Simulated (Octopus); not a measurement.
An input for Octopus 16.4 (La):

The input inp:

```
CalculationMode = gs
UnitsOutput = eV_Angstrom
PeriodicDimensions = 3
ExperimentalFeatures = yes
PseudopotentialSet = pseudodojo_pbe
%Species
 "La" | species_pseudo | hubbard_l | 3 | hubbard_u | 4*eV
%
%LatticeParameters
 1*angstrom | 1*angstrom | 1*angstrom
%
%LatticeVectors
 3.75 | 0 | 0
 -1.875 | 3.2475952642 | 0
 0 | 0 | 6.07
%
%ReducedCoordinates
 "La" | 0.6666666667 | 0.3333333333 | 0.75
 "La" | 0.3333333333 | 0.6666666667 | 0.25
%
%Spacing
 0.12500000*angstrom | 0.12500000*angstrom | 0.12645833*angstrom
%
DerivativesOrder = 8
%KPointsGrid
 5 | 5 | 3
%
KPointsUseSymmetries = yes
XCFunctional = gga_x_pbe + gga_c_pbe
DFTULevel = dft_u_empirical
AOTruncation = ao_box
SmearingFunction = fermi_dirac
Smearing = 0.05*eV
ExtraStates = 14
Eigensolver = chebyshev_filter
ConvRelDens = 1e-6
MaximumIter = 120
%Output
 density | cube
 elf | cube
 potential | cube
 occ_matrices
%
```

Potentials or basis: pseudodojo_pbe (PseudoDojo 0.5, PBE).

The run is started by

```console
$ OMP_NUM_THREADS=1 octopus > out.log
```

Question: How does this run end?

Answer: The run stopped without a result. It printed:

out.log:

```text
Running octopus

Version                : 16.4
Optional libraries     :

************************** Calculation Mode **************************
Input: [CalculationMode = gs]
**********************************************************************

Input: [SpinComponents = unpolarized]
[... 174 lines left out ...]
Input: [AOSubmesh = no]
Input: [AOLoewdin = no]
Input: [AOCombineJOrbitals = no]
Building the DFT+U localized orbital basis.
 Orbitals are build on their own submesh
Found 2 orbital sets.

**************************** FATAL ERROR *****************************
*** Fatal Error (description follows)
*--------------------------------------------------------------------
* Internal error: the orbital   La0s has no grid point.
* Change the input file or use a pseudopotential that contains these orbitals.
**********************************************************************
```
